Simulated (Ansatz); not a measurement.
YMg₃, space group Fm-3m: a convergence test of the k-point mesh, run with the Python package of Ansatz (0.2.0).

`kconv.py`
```python
# -*- coding: utf-8 -*-
"""k-point test for YMg3."""

import ansatz as az
import pandas as pd


def main():
    cell = (
        az.Lattice.of([0.0, 3.64978257, 3.64978257], [3.64978257, 0.0, 3.64978257], [3.64978257, 3.64978257, 0.0])
        .atom("Y", [0.0, 0.0, 0.0])
        .atom("Mg", [0.25, 0.25, 0.25])
        .atom("Mg", [0.5, 0.5, 0.5])
        .atom("Mg", [0.75, 0.75, 0.75])
    )

    base = (
        cell.calculation()
        .scf(max_iterations=100)
        .occupations("fermi_dirac")  # smearing steadies the SCF of a metal
        .pseudopotentials("paw")
        .functional("pbesol", dispersion="d4")
    )

    rows = []
    for value in [(2, 2, 2), (3, 3, 3), (4, 4, 4), (5, 5, 5), (7, 7, 7)]:
        r = base.kpoints(*value).run(threads=1).report
        rows.append((value, r["free_energy_ev"] / len(r["lattice"]["sites"]), r["n_iterations"], r["n_kpoints"]))

    table = pd.DataFrame(rows, columns=["mesh", "F/atom (eV)", "iterations", "k-points"])
    print(table.round(5).to_string(index=False))

    # differences from the last row
    for row in rows[:-1]:
        shift = 1000 * (row[1] - rows[-1][1])
        print(f"{row[0]}: {shift:+.2f} meV/atom" + ("  (within 5 meV)" if abs(shift) < 5 else ""))


if __name__ == "__main__":
    main()
```

From which mesh on is the energy per atom within 5 meV of the last row, and how does it get there?

From 5×5×5 on it stays within 5 meV an atom of the value at 7×7×7; the first row (2×2×2) is off by 128.8 meV and the last but one by 1.08 meV. This holds for F at a smearing of 0.1 eV; a narrower one needs a denser mesh. It goes up and down, since the sum over k-points isn't variational.

What the script printed:

```console
$ python kconv.py
DeckWarning: basis.ecutwfc = 420 eV, auto-derived from the records' recommended cutoffs: set by Y (normal level)
RunWarning: dispersion: an atom stands within reach of a switch of its C6 between two reference coordination numbers of its element: through that C6 alone, e_disp changes by 0.025 eV or more while [...]
     mesh  F/atom (eV)  iterations  k-points
(2, 2, 2)  -2382.87101           6         3
(3, 3, 3)  -2382.98118           6         4
(4, 4, 4)  -2383.00918           6         8
(5, 5, 5)  -2383.00084           6        10
(7, 7, 7)  -2382.99976           6        20
(2, 2, 2): +128.75 meV/atom
(3, 3, 3): +18.58 meV/atom
(4, 4, 4): -9.42 meV/atom
(5, 5, 5): -1.08 meV/atom  (within 5 meV)
```
(Warnings from the package without file and line, shortened.)

The run is spin-unpolarised. Dispersion corrections can be off by several per cent in the lattices of metals, and by several GPa in the pressure at a fixed cell. This cell is a computed structure, which may not be the phase found in nature. Shifts are counted from the finest mesh, which is itself no proven limit. The whole script took 6.3 s on 1 thread of Arm Neoverse V1, on a shared host, peak memory 0.46 GiB.
